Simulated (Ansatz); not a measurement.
# H5O2Si2: the cost of one run

Method: RHF/def2-SVP, in Ansatz 0.2.0.

## 1. The structure to begin with

Bond lengths: O1–Si2 1.589 Å, Si2–O3 1.776 Å, O3–Si4 1.544 Å, O1–H5 0.955 Å, Si2–H6 1.449 Å, Si2–H7 1.445 Å, Si4–H8 1.448 Å, Si4–H9 1.450 Å. Angles: O1–Si2–O3 104.4°, O1–Si2–H6 117.9°, O1–Si2–H7 107.1°, O3–Si2–H6 98.8°, O3–Si2–H7 100.1°, H6–Si2–H7 124.3°, Si2–O1–H5 134.0°, Si2–O3–Si4 174.0°, O3–Si4–H8 116.6°, O3–Si4–H9 117.4°, H8–Si4–H9 125.9°.

As a file:

```xyz
9

O    -1.5960    1.3066    0.0375
Si   -0.0089    1.3107   -0.0290
O     0.4371   -0.4088   -0.0322
Si    0.6969   -1.9271   -0.1324
H    -2.2312    1.4698    0.7319
H     0.7186    1.7263    1.1532
H     0.3588    1.6706   -1.3797
H     1.9314   -2.3336   -0.7711
H    -0.3066   -2.8145    0.4219
```

## 2. End point A

The input, input.yaml:

```yaml
crystal:
  periodic: [false, false, false]
  atoms:
    - { symbol: O, position_ang: [-1.59604, 1.30655, 0.03748] }
    - { symbol: Si, position_ang: [-0.00889, 1.3107, -0.02902] }
    - { symbol: O, position_ang: [0.43709, -0.40877, -0.03218] }
    - { symbol: Si, position_ang: [0.69688, -1.9271, -0.13242] }
    - { symbol: H, position_ang: [-2.23122, 1.46984, 0.73186] }
    - { symbol: H, position_ang: [0.71859, 1.72626, 1.15322] }
    - { symbol: H, position_ang: [0.35875, 1.67061, -1.37972] }
    - { symbol: H, position_ang: [1.9314, -2.33362, -0.77111] }
    - { symbol: H, position_ang: [-0.30656, -2.81447, 0.42188] }
total_charge: 1
basis:
  gaussian: { orbitals: def2-SVP }
hamiltonian:
  xc: hf
relax:
  f_tol: 0.02
  max_steps: 50
```

Launch:

```console
$ ansatz run input.yaml --threads 1 --pin off --max-ram 2048MiB --backend cpu --events-out ev --progress --plain --runs-dir out
```

**Question.** How long does this run take on 1 thread of Intel Xeon Platinum 8488C (Sapphire Rapids), shared host, and how much memory does it need?

About 47 s, with a peak of 0.17 GiB.
